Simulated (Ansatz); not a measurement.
# LiAg: a ladder of functionals and wavefunction methods

An exercise on one series of results from a longer session: the logs are not shown, and one member is left open.

Computed with Ansatz 0.2.0, Gaussian basis. Level: functionals in def2-TZVPP, the program's frozen cores in correlated methods.

The runs, in order: LDA (SPW92), PBE-D4, revPBE-D4, BLYP-D4, r2SCAN-D4, B97M-V, PBE0-D4, B3LYP-D4, r2SCANh-D4, r2SCAN0-D4, HSE06-D4, BHLYP-D4, CAM-B3LYP-D4, LC-ωPBE, ωB97X-V, ωB97M-V, B2PLYP, PBE-QIDH; CCSD(T)/def2-SVP; CCSD(T)/def2-TZVPP; CCSD(T)/def2-QZVPP; extrapolation to the limit; RPA on PBE.

## The relaxed structure

An earlier PBE0-D4 in a triple-zeta def2 set relaxation fixed the geometry. Ag takes the def2 core potential; no spin-orbit term is included.

SMILES `[Li][Ag]`, 2 atoms, charge 0, spin multiplicity 1.

Atoms are counted from 1 here; the program's logs count them from 0.

Bond lengths: Li1–Ag2 2.403 Å.

The first run:

Input file in.yaml:

```yaml
crystal:
  periodic: [false, false, false]
  atoms:
    - {symbol: Li, position_ang: [1.024454, -0.344785, 0.524355]}
    - {symbol: Ag, position_ang: [-1.024454, 0.344785, -0.524355]}
basis:
  gaussian: {orbitals: def2-TZVPP}
hamiltonian: {xc: lda}
output: {orbitals: {seedname: orbitals}}
```

Command:

```console
ansatz run in.yaml --threads 2 --pin off --events-out ev --progress --plain --max-ram 32768MiB --backend cpu
```

Among the steps run: LDA; PBE-D4 (GGA); revPBE-D4 (GGA); BLYP-D4 (GGA); r2SCAN-D4 (meta-GGA); B97M-V (meta-GGA); B3LYP-D4 (hybrid); r2SCANh-D4 (hybrid); r2SCAN0-D4 (hybrid); HSE06-D4 (hybrid); BHLYP-D4 (hybrid); CAM-B3LYP-D4 (range-separated); LC-ωPBE (range-separated); ωB97X-V (range-separated); ωB97M-V (range-separated); B2PLYP (double hybrid); PBE-QIDH (double hybrid).

One table of the session follows, with a row left open; its other results are not shown here.

It belongs to the step «Frontier levels by functional». 

```
  functional  HOMO (eV)  LUMO (eV)  gap (eV)
 LDA (SPW92)      -4.29      -2.02      2.27
      PBE-D4      -4.10      -1.99      2.11
   revPBE-D4      -4.04      -1.96      2.07
     BLYP-D4      -4.04      -2.04      2.00
   r2SCAN-D4      -4.15      -1.38      2.77
      B97M-V      -4.05      -2.04      2.01
     PBE0-D4      -4.69      -1.44      3.25
    B3LYP-D4      -4.65      -1.71      2.94
  r2SCANh-D4          ?          ?         ?
  r2SCAN0-D4      -4.76      -1.10      3.65
    HSE06-D4      -4.31      -1.76      2.55
    BHLYP-D4      -5.21      -1.02      4.19
CAM-B3LYP-D4      -5.72      -0.88      4.84
     LC-ωPBE      -6.56      -0.02      6.54
     ωB97X-V      -6.41      -0.08      6.33
     ωB97M-V      -6.40      -0.39      6.01
```

Estimate the missing values for r2SCANh-D4.

Worked estimate for «HOMO (eV)». Against the share of exact exchange, r2SCAN-D4 (0, -4.15), r2SCAN0-D4 (0.25, -4.76) give a slope of -2.44 per unit share; at 0.1 the line stands at -4.39.

The run gave: HOMO (eV): -4.39; LUMO (eV): -1.26; gap (eV): 3.13. In «HOMO (eV)» the line misses by 0.00.
